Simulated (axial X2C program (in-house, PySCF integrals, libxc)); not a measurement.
# YSi: from the state search to constants

What are the state, bond length, wavenumber and bond energy of YSi, and what does spin–orbit coupling change?

Computed with an in-house X2C program for linear molecules on PySCF integrals. Level: all-electron X2C, Y dyall-cv3z, Si dyall-v3z.

All values are calculated.

### 1 Input

task.json reads:

```json
{"zs": [39, 14], "q": 0, "bas": ["dyall-cv3z", "dyall-v3z"], "levels": ["PBE0", "HF", "BLYP"], "cc": true, "r0": 2.79, "thr": -2.0, "nmax": 90, "npts": 10, "nst": 2, "ntry": 6}
```

Keys: zs atomic numbers; q charge; bas basis sets; levels methods (HF also brings MP2); cc coupled cluster on or off; r0 starting distance in Å; thr threshold in hartree for freezing inner shells (an s shell follows its p shell); nmax most natural virtual spinors; npts points asked for on the curve; nst determinants followed; ntry starts of the search.

Launch:

```bash
$ python so2c.py task.json out
```

Spin-free means the one-electron spin-free X2C Hamiltonian; two-component (2c) means X2C with spin–orbit coupling and atomic mean-field two-electron Coulomb and Gaunt terms. Basis: Y dyall-cv3z contracted to [11s12p9d6f3g], Si dyall-v3z contracted to [8s7p2d1f]; Gaussian nuclei, density fitting. Masses: Y 88.906 u, Si 27.977 u.

Notation: σ, π±, δ± give the projection m of an orbital's angular momentum (0, ±1, ±2), α and β its spin, Λ and M_S the sums; ω is the projection of a spinor's total angular momentum and Ω the sum. Logs are in hartree.

The results follow Hamiltonian by Hamiltonian and level by level.

### 2 Which state to follow

PBE0 moves the distance from 2.790 Å to 2.669 Å and compares determinants there.

Spin-free determinants:

```
ΔE (eV)             state                                  open shells
   0.00  M_S = 3/2, Λ = 0           beyond closed shells: σα, π+α, π-α
   0.15  M_S = 1/2, Λ = 0           beyond closed shells: σβ, π+α, π-α
   0.48  M_S = 1/2, Λ = 1          beyond closed shells: π+α, π+β, π-α
   0.70  M_S = 3/2, Λ = 1  beyond closed shells: 2 × σα, π+α, π+β, π-α
   0.74  M_S = 1/2, Λ = 0           beyond closed shells: σα, π+β, π-α
   0.85  M_S = 3/2, Λ = 2          beyond closed shells: π+α, π-α, δ+α
   0.87  M_S = 5/2, Λ = 2  beyond closed shells: 2 × σα, π+α, π-α, δ+α
```

Two-component determinants:

```json
{"ΔE (eV)": "0.00", "state": "Ω = 3/2", "open shells": "excess of +ω over −ω: ω = 3/2"}
{"ΔE (eV)": "0.15", "state": "Ω = 1/2", "open shells": "excess of +ω over −ω: 2 × ω = -1/2, ω = 3/2"}
{"ΔE (eV)": "0.49", "state": "Ω = 1/2", "open shells": "excess of +ω over −ω: ω = 1/2"}
{"ΔE (eV)": "0.68", "state": "Ω = 5/2", "open shells": "excess of +ω over −ω: 2 × ω = 1/2, ω = 3/2"}
{"ΔE (eV)": "0.71", "state": "Ω = 1/2", "open shells": "excess of +ω over −ω: ω = 1/2"}
{"ΔE (eV)": "0.82", "state": "Ω = 3/2", "open shells": "excess of +ω over −ω: ω = 1/2, ω = -3/2, ω = 5/2"}
{"ΔE (eV)": "0.87", "state": "Ω = 7/2", "open shells": "excess of +ω over −ω: ω = -1/2, ω = 3/2, ω = 5/2"}
```

### 3 PBE0, spin-free

State followed: M_S = 3/2, Λ = 0 (beyond closed shells: σα, π+α, π-α). The scan is laid around 2.669 Å, a first estimate of the minimum, and this SCF restarts from the orbitals of the search.

Output at 2.669 Å:

```text
spin-free X2C-1e  PBE0
basis functions 207  fitting functions 1035  grid points 5083
iter        total energy     max residual
   1      -3674.605099009     1.35e-05
   2      -3674.605099025     1.71e-05
   3      -3674.605099038     8.88e-06
   4      -3674.605099046     4.89e-06
   5      -3674.605099050     2.61e-06
   6      -3674.605099051     7.93e-07
converged
one-electron -5293.79447579  Coulomb 1641.86369177  exact exchange -32.19352154  xc functional -98.73510492  nuclear repulsion 108.25431141
```

Along the bond, energies from the lowest point:

```
R (Å)  E (eV)  μ (D)  HOMO (eV)  LUMO (eV)  iterations
2.429  0.2718  -3.41      -4.55      -2.58          15
2.509  0.1056  -3.42      -4.62      -2.51          15
2.589  0.0213  -3.40      -4.67      -2.46          15
2.669  0.0000  -3.37      -4.73      -2.41           6
2.762  0.0349  -3.33      -4.79      -2.40          15
2.856  0.1160  -3.31      -4.83      -2.42          15
2.976  0.2652  -3.34      -4.88      -2.42          16
```

Dipoles are positive if Si is the positive end.

Outer orbitals at the reference distance:

| symmetry | occupied | ε (eV) | atomic character |
| --- | --- | --- | --- |
| π+α | yes | -30.75 | 100% Y p |
| π-α | yes | -30.75 | 100% Y p |
| σα | yes | -30.71 | 98% Y p |
| π-β | yes | -30.36 | 100% Y p |
| π+β | yes | -30.36 | 100% Y p |
| σβ | yes | -29.89 | 98% Y p |
| σα | yes | -12.42 | 63% Si s, 12% Y p, 11% Y d |
| σβ | yes | -10.32 | 64% Si s, 11% Y d, 10% Y p |
| σα | yes | -5.86 | 63% Si p, 20% Y s, 8% Y d |
| π-α | yes | -5.53 | 55% Si p, 29% Y d, 8% Y p |
| π+α | yes | -5.53 | 55% Si p, 29% Y d, 8% Y p |
| σα | yes | -4.75 | 47% Y s, 41% Y d, 5% Si p |
| σβ | yes | -4.73 | 47% Y s, 34% Si p, 10% Y p |
| π-β | no | -2.41 | 48% Y d, 43% Si p, 5% Y p |
| π+β | no | -2.41 | 48% Y d, 43% Si p, 5% Y p |
| σβ | no | -2.38 | 32% Y d, 28% Y s, 27% Si p |
| δ+α | no | -2.12 | 99% Y d |

PBE0 fields in the half plane through the axis: z from -2.4 to 4.8 Å across, distance from the axis 0.15 to 2.25 Å upwards; Y lies at z = 0 and Si at z = 2.669 Å; the ELF is damped to zero where the density is low.

log10 density (e/bohr³). Ten even steps from '0' (-3.92 ) to '9' (1.57 ):
```
0111122222222222211111000
1112222222222222222221100
1122223333333333333322110
1222233333333333333332211
1222334444433444444433221
2223345565544444444443322
2233456676654445565544322
2233456898654455797544332
```

ELF. Ten even steps from '0' (0.01 ) to '9' (0.96 ):
```
1357888875433333333321000
3578877654334455555543210
5777543222234666677776531
7875211111124777888888752
8863101453114788888999875
8852126888523787214899986
8852268424743781151399997
9853487545664760858099997
```

Re = 2.661 Å, ωe = 313 cm⁻¹, ωexe = 1.13 cm⁻¹, Be = 0.1119 cm⁻¹, De = 2.60 eV, μ = -3.37 D.

### 4 HF, spin-free

The SCF at the reference distance of 2.669 Å:

```text
spin-free X2C-1e  HF
basis functions 207  fitting functions 1035  grid points 5083
iter        total energy     max residual
   1      -3672.450558738     2.62e-01
   2      -3672.477896476     7.18e-03
   3      -3672.482353209     4.85e-03
   4      -3672.484923648     4.82e-03
   5      -3672.487163825     3.93e-03
   6      -3672.490087824     1.85e-03
   7      -3672.490680541     1.63e-03
   8      -3672.491178776     9.10e-04
   9      -3672.491335933     4.57e-04
  10      -3672.491387936     2.49e-04
  11      -3672.491398830     1.12e-04
  12      -3672.491400140     6.09e-05
  13      -3672.491400511     2.49e-05
  14      -3672.491400650     2.44e-05
  15      -3672.491400702     1.18e-05
  16      -3672.491400717     5.96e-06
  17      -3672.491400721     2.27e-06
  18      -3672.491400722     7.34e-07
converged
one-electron -5291.40104560  Coulomb 1639.51569606  exact exchange -128.86036259  xc functional 0.00000000  nuclear repulsion 108.25431141
```

No constants are quoted: too few points lie around the minimum for a second fit to confirm the first.

### 5 BLYP, spin-free

The SCF at the reference distance of 2.669 Å:

```text
spin-free X2C-1e  BLYP
basis functions 207  fitting functions 1035  grid points 5083
iter        total energy     max residual
   1      -3675.159404404     1.01e-01
   2      -3675.164340781     1.13e-02
   3      -3675.119914003     3.99e-02
   4      -3675.167178424     1.93e-03
   5      -3675.167312983     8.07e-04
   6      -3675.167347545     4.27e-04
   7      -3675.167352151     3.67e-04
   8      -3675.167355563     8.61e-05
   9      -3675.167355818     2.87e-05
  10      -3675.167355841     5.98e-06
  11      -3675.167355842     9.06e-07
converged
one-electron -5294.34099590  Coulomb 1642.40771804  exact exchange 0.00000000  xc functional -131.48838939  nuclear repulsion 108.25431141
```

Re = 2.706 Å, ωe = 293.0 cm⁻¹, ωexe = 1.09 cm⁻¹, Be = 0.1082 cm⁻¹, De = 2.46 eV, μ = -3.25 D.

### 6 MP2 and beyond, spin-free

Correlated methods: 15 electrons correlated (frozen shells, counted by type: Y 3 s, 2 p, 1 d; Si 2 s, 1 p), 281 virtual spinors in MP2, 89 natural virtuals in coupled cluster.

Output of the correlated part at 2.669 Å:

```text
correlated 15  virtual 281  natural virtual 89  E(MP2) -0.344594740  MP2 remainder -0.024048126
iter   CCSD correlation   residual
   1     -0.340271872   1.48e-01
   2     -0.350471908   7.00e-02
   3     -0.352788467   4.00e-02
   4     -0.353632062   2.41e-02
   5     -0.354175817   1.11e-02
   6     -0.354377844   5.02e-03
   7     -0.354407470   2.16e-03
   8     -0.354418574   1.21e-03
   9     -0.354404973   7.69e-04
  10     -0.354407691   4.94e-04
  11     -0.354406071   2.51e-04
  12     -0.354409060   1.17e-04
  13     -0.354409183   5.83e-05
  14     -0.354409726   2.91e-05
  15     -0.354409968   1.41e-05
  16     -0.354410274   8.61e-06
  17     -0.354410440   4.17e-06
  18     -0.354410547   1.98e-06
  19     -0.354410584   9.72e-07
  20     -0.354410599   5.10e-07
(T) -0.015563732  T1 0.0597  D1 0.1895  max T2 0.069
```

T1 in the output is the amplitude norm over the root of the electron number; divide by √2 for the Lee–Taylor value.

MP2: No constants are quoted: the reference is strongly spin-contaminated.

CCSD: Re = 2.727 Å, ωe = 294.1 cm⁻¹, ωexe = 0.812 cm⁻¹, Be = 0.1065 cm⁻¹, De = 2.21 eV. T1 at Re = 0.042 (Lee–Taylor, the printed value over √2).

CCSD(T): Re = 2.721 Å, ωe = 297.0 cm⁻¹, ωexe = 0.808 cm⁻¹, Be = 0.107 cm⁻¹, De = 2.27 eV. T1 at Re = 0.042 (Lee–Taylor, the printed value over √2).

### 7 A higher determinant, spin-free

State: M_S = 1/2, Λ = 0 (beyond closed shells: σβ, π+α, π-α).

Output at the reference distance:

```text
spin-free X2C-1e  PBE0
basis functions 207  fitting functions 1035  grid points 5083
iter        total energy     max residual
   1      -3674.599646744     3.49e-06
   2      -3674.599646746     3.45e-06
converged
one-electron -5294.22849860  Coulomb 1642.31374929  exact exchange -32.19408328  xc functional -98.74512557  nuclear repulsion 108.25431141
```

```
R (Å)  E above the lowest PBE0 point (eV)
2.429                               0.404
2.509                               0.240
2.589                               0.161
2.669                               0.148
2.762                               0.196
2.856                               0.293
2.976                               0.464
```

Re = 2.646 Å, ωe = 329 cm⁻¹, ωexe = 1.09 cm⁻¹, Be = 0.1131 cm⁻¹, μ = -4.61 D. ⟨S²⟩ = 1.77 against 0.75 for a pure state, so this determinant mixes spins. Te = 0.15 eV.

### 8 The spin-free curves together

Energy (eV) of the followed determinant, spin-free, from each level's lowest point:

```
R (Å)   PBE0     HF  MP2 (spin-contaminated)   CCSD  CCSD(T)   BLYP
2.429  0.272  0.553                    0.379  0.418    0.403  0.354
2.509  0.106  0.302                    0.174  0.202    0.191  0.160
2.589  0.021  0.138                    0.054  0.072    0.064  0.048
2.669  0.000  0.043                    0.000  0.008    0.004  0.000
2.762  0.035  0.000                    0.002  0.000    0.000  0.005
2.856  0.116  0.013                    0.056  0.045    0.049  0.059
2.976  0.265  0.087                    0.180  0.158    0.167  0.175
```

### 9 PBE0, 2c

State followed: Ω = 3/2 (excess of +ω over −ω: ω = 3/2). The scan is laid around 2.669 Å, a first estimate of the minimum, and this SCF restarts from the orbitals of the search.

Output at 2.669 Å:

```text
two-component X2C + atomic mean field  PBE0
basis functions 207  fitting functions 1035  grid points 5083
iter        total energy     max residual
   1      -3673.289617654     3.18e-06
   2      -3673.289617656     2.11e-06
converged
one-electron -5290.33500084  Coulomb 1641.16268390  exact exchange -32.18005178  xc functional -98.69427448  nuclear repulsion 108.25431141  atomic mean-field constant -1.49728587
```

Along the bond, energies from the lowest point:

```
R (Å)  E (eV)  μ (D)  HOMO (eV)  LUMO (eV)  iterations
2.429  0.2706  -3.42      -4.55      -2.60          17
2.509  0.1049  -3.43      -4.61      -2.53          15
2.589  0.0210  -3.41      -4.67      -2.47          15
2.669  0.0000  -3.38      -4.73      -2.42           2
2.762  0.0353  -3.34      -4.79      -2.40          15
2.856  0.1166  -3.32      -4.83      -2.42          15
2.976  0.2660  -3.35      -4.88      -2.42          16
```

Dipoles are positive if Si is the positive end.

Outer spinors at the reference distance:

| ω | occupied | ε (eV) | atomic character | λ mixture |
| --- | --- | --- | --- | --- |
| -1/2 | yes | -31.49 | 100% Y p | 85% π, 15% σ |
| 1/2 | yes | -31.44 | 99% Y p | 55% π, 45% σ |
| 3/2 | yes | -30.25 | 100% Y p | 100% π |
| 1/2 | yes | -30.07 | 98% Y p | 55% σ, 45% π |
| -3/2 | yes | -29.86 | 100% Y p | 100% π |
| -1/2 | yes | -29.59 | 98% Y p | 85% σ, 15% π |
| 1/2 | yes | -12.41 | 63% Si s, 12% Y p, 11% Y d | 100% σ |
| -1/2 | yes | -10.32 | 64% Si s, 11% Y d, 10% Y p | 100% σ |
| 1/2 | yes | -5.86 | 63% Si p, 20% Y s, 8% Y d | 100% σ |
| -1/2 | yes | -5.54 | 55% Si p, 29% Y d, 8% Y p | 100% π |
| 3/2 | yes | -5.52 | 55% Si p, 29% Y d, 8% Y p | 100% π |
| 1/2 | yes | -4.75 | 47% Y s, 41% Y d, 5% Si p | 100% σ |
| -1/2 | yes | -4.73 | 47% Y s, 34% Si p, 10% Y p | 100% σ |
| 1/2 | no | -2.42 | 48% Y d, 43% Si p, 5% Y p | 100% π |
| -3/2 | no | -2.40 | 48% Y d, 42% Si p, 5% Y p | 100% π |
| -1/2 | no | -2.38 | 32% Y d, 28% Y s, 27% Si p | 100% σ |
| -3/2 | no | -2.14 | 99% Y d | 100% δ |

PBE0 fields in the half plane through the axis: z from -2.4 to 4.8 Å across, distance from the axis 0.15 to 2.25 Å upwards; Y lies at z = 0 and Si at z = 2.669 Å; the ELF is damped to zero where the density is low.

log10 density (e/bohr³). Ten even steps from ' ' (-3.92 ) to '@' (1.57 ):
```
  ........::::::::::::::::::::::::..........      
......::::::::::::::::::::::::::::::::::::....    
....::::::::----------------------------::::....  
..::::::::--------------------------------::::....
..::::::----==========----==============----::::..
::::::----==++++**++++====================----::::
::::----==++****##****++======++++**++++====--::::
::::----==++**%%@@%%**++====++++##@@##++====----::
```

ELF. Ten even steps from '0' (0.01 ) to '9' (0.96 ):
```
1357888875433333333321000
3578877654334455555543210
5777543222234666677776531
7875211111124777888888752
8863101453114788888999875
8852126888523787214899986
8852268424743781151399997
9853487545664760858099997
```

Re = 2.660 Å, ωe = 313 cm⁻¹, ωexe = 1.13 cm⁻¹, Be = 0.1119 cm⁻¹, De = 2.59 eV, μ = -3.38 D.

### 10 HF, 2c

Output at 2.669 Å:

```text
two-component X2C + atomic mean field  HF
basis functions 207  fitting functions 1035  grid points 5083
iter        total energy     max residual
   1      -3671.135498521     2.61e-01
   2      -3671.162822716     7.18e-03
   3      -3671.167280598     4.84e-03
   4      -3671.169853390     4.83e-03
   5      -3671.172104742     3.95e-03
   6      -3671.175067482     1.88e-03
   7      -3671.175680520     1.64e-03
   8      -3671.176191603     9.14e-04
   9      -3671.176356913     4.60e-04
  10      -3671.176416518     2.53e-04
  11      -3671.176433023     1.28e-04
  12      -3671.176438427     1.24e-04
  13      -3671.176442599     1.20e-04
  14      -3671.176448017     1.14e-04
  15      -3671.176454628     1.04e-04
  16      -3671.176468855     8.31e-05
  17      -3671.176479807     5.96e-05
  18      -3671.176485062     3.61e-05
  19      -3671.176485856     3.34e-05
  20      -3671.176486204     2.99e-05
  21      -3671.176486591     2.07e-05
  22      -3671.176486816     1.18e-05
  23      -3671.176486905     8.65e-06
  24      -3671.176486957     4.51e-06
  25      -3671.176486973     2.53e-06
  26      -3671.176486975     2.16e-06
  27      -3671.176486977     1.69e-06
converged
one-electron -5287.93700802  Coulomb 1638.81064025  exact exchange -128.80714475  xc functional 0.00000000  nuclear repulsion 108.25431141  atomic mean-field constant -1.49728587
```

No constants are quoted: too few points lie around the minimum for a second fit to confirm the first.

### 11 BLYP, 2c

The SCF at the reference distance of 2.669 Å:

```text
two-component X2C + atomic mean field  BLYP
basis functions 207  fitting functions 1035  grid points 5083
iter        total energy     max residual
   1      -3673.843431081     1.01e-01
   2      -3673.848329277     1.13e-02
   3      -3673.679935016     6.82e-02
   4      -3673.850933659     2.46e-03
   5      -3673.851188021     2.05e-03
   6      -3673.851365652     7.85e-04
   7      -3673.851379616     2.38e-04
   8      -3673.851382253     7.59e-05
   9      -3673.851382586     3.80e-05
  10      -3673.851382626     2.51e-05
  11      -3673.851382638     2.84e-06
  12      -3673.851382638     1.14e-06
converged
one-electron -5290.87927278  Coulomb 1641.70436438  exact exchange 0.00000000  xc functional -131.43349979  nuclear repulsion 108.25431141  atomic mean-field constant -1.49728587
```

No constants are quoted: the solution changes its character somewhere along the scan, so the fit is set aside.

### 12 MP2 and beyond, 2c

Correlated methods: 15 electrons correlated (frozen shells, counted by type: Y 3 s, 2 p, 1 d; Si 2 s, 1 p), 281 virtual spinors in MP2, 90 natural virtuals in coupled cluster.

Output of the correlated part at 2.669 Å:

```text
correlated 15  virtual 281  natural virtual 90  E(MP2) -0.344340136  MP2 remainder -0.023560409
iter   CCSD correlation   residual
   1     -0.340545890   1.48e-01
   2     -0.350745441   7.01e-02
   3     -0.353098244   4.04e-02
   4     -0.353978424   2.46e-02
   5     -0.354544328   1.15e-02
   6     -0.354757547   5.32e-03
   7     -0.354792426   2.44e-03
   8     -0.354806619   1.43e-03
   9     -0.354791963   9.21e-04
  10     -0.354796989   5.85e-04
  11     -0.354795783   3.01e-04
  12     -0.354799358   1.61e-04
  13     -0.354799425   1.03e-04
  14     -0.354800152   7.27e-05
  15     -0.354800566   5.36e-05
  16     -0.354801247   3.99e-05
  17     -0.354801567   2.51e-05
  18     -0.354801719   1.56e-05
  19     -0.354801607   1.03e-05
  20     -0.354801493   6.54e-06
  21     -0.354801425   3.34e-06
  22     -0.354801417   1.82e-06
(T) -0.015616281  T1 0.0609  D1 0.1933  max T2 0.088
```

MP2: No constants are quoted: the reference is strongly spin-contaminated.

CCSD: Re = 2.722 Å, ωe = 299.8 cm⁻¹, Be = 0.1069 cm⁻¹, De = 2.18 eV. T1 at Re = 0.043 (Lee–Taylor, the printed value over √2).

CCSD(T): Re = 2.715 Å, ωe = 303 cm⁻¹, Be = 0.1075 cm⁻¹, De = 2.25 eV. T1 at Re = 0.043 (Lee–Taylor, the printed value over √2).

### 13 A higher determinant, 2c

State: Ω = 1/2 (excess of +ω over −ω: 2 × ω = -1/2, ω = 3/2).

Output at the reference distance:

```text
two-component X2C + atomic mean field  PBE0
basis functions 207  fitting functions 1035  grid points 5083
iter        total energy     max residual
   1      -3673.284189891     2.38e-05
   2      -3673.284189915     3.00e-05
   3      -3673.284189932     1.19e-05
   4      -3673.284189945     6.06e-06
   5      -3673.284189951     2.42e-06
   6      -3673.284189953     2.34e-06
converged
one-electron -5290.76711021  Coulomb 1641.61085836  exact exchange -32.18065129  xc functional -98.70431235  nuclear repulsion 108.25431141  atomic mean-field constant -1.49728587
```

```
R (Å)  E above the lowest PBE0 point (eV)
2.429                               0.402
2.509                               0.239
2.589                               0.160
2.669                               0.148
2.762                               0.196
2.856                               0.293
2.976                               0.464
```

Re = 2.646 Å, ωe = 329 cm⁻¹, ωexe = 1.09 cm⁻¹, Be = 0.1131 cm⁻¹, μ = -4.61 D. Te = 0.15 eV.

### 14 The 2c curves together

Energy (eV) of the followed determinant, 2c, from each level's lowest point:

```
R (Å)   PBE0     HF  MP2 (spin-contaminated)   CCSD  CCSD(T)  BLYP (jumps)
2.429  0.271  0.554                    0.374  0.408    0.392         0.258
2.509  0.105  0.303                    0.171  0.194    0.182         0.165
2.589  0.021  0.139                    0.052  0.066    0.057         0.143
2.669  0.000  0.044                    0.000  0.005    0.000         0.000
2.762  0.035  0.000                    0.005  0.000    0.000         0.005
2.856  0.117  0.012                    0.064  0.050    0.054         0.059
2.976  0.266  0.085                    0.195  0.170    0.180         0.176
```

Time for the job: 4.8 min (1 thread, shared host).

### 15 Results

Lowest determinant that the search found at its distance, spin-free: M_S = 3/2, Λ = 0 (beyond closed shells: σα, π+α, π-α).

Lowest determinant that the search found at its distance, 2c: Ω = 3/2 (excess of +ω over −ω: ω = 3/2).

| Hamiltonian | level | Re (Å) | ωe (cm⁻¹) | De (eV) | μ (D) |
| --- | --- | --- | --- | --- | --- |
| spin-free | PBE0 | 2.661 | 313 | 2.60 | -3.37 |
| spin-free | CCSD | 2.727 | 294.1 | 2.21 | n/a |
| spin-free | CCSD(T) | 2.721 | 297.0 | 2.27 | n/a |
| spin-free | BLYP | 2.706 | 293.0 | 2.46 | -3.25 |
| 2c | PBE0 | 2.660 | 313 | 2.59 | -3.38 |
| 2c | CCSD | 2.722 | 299.8 | 2.18 | n/a |
| 2c | CCSD(T) | 2.715 | 303 | 2.25 | n/a |

Dipoles are positive if Si is the positive end. No constants: spin-free HF (too few points lie around the minimum for a second fit to confirm the first); spin-free MP2 (the reference is strongly spin-contaminated); 2c HF (too few points lie around the minimum for a second fit to confirm the first); 2c MP2 (the reference is strongly spin-contaminated); 2c BLYP (the solution changes its character somewhere along the scan, so the fit is set aside).

Time per point (s) on 1 thread, shared host (2c runs; CCSD comes with the CCSD(T) run); the times are rough: PBE0 0.86, CCSD(T) 11.

**Reading.** At CCSD(T), going from spin-free to two-component changes Re by -6 mÅ, ωe by +2.0 %; the spin-free picture holds up (part of it comes from the scalar share of the two-electron terms). De moves by -0.03 eV; both De rest on single-determinant atoms, which can miss part of an open shell's spin–orbit lowering.

De refers to Y + Si, each in the lowest determinant found, which need not be this curve's own limit. Each curve is one determinant whose occupation by symmetry is held fixed; it was picked as the lowest of a PBE0 search that is not exhaustive. Dissociation energies refer to the lowest single-determinant-based atoms at the same level and basis. Density functionals use the spin component along the axis (collinear). CCSD and (T) use frozen natural virtuals with an MP2 correction for the truncation. With several unpaired electrons one determinant need not be a pure state. The spin-free determinant is spin-contaminated at some levels. T1 at Re is 0.043 (Lee–Taylor), above the customary mark of 0.02.
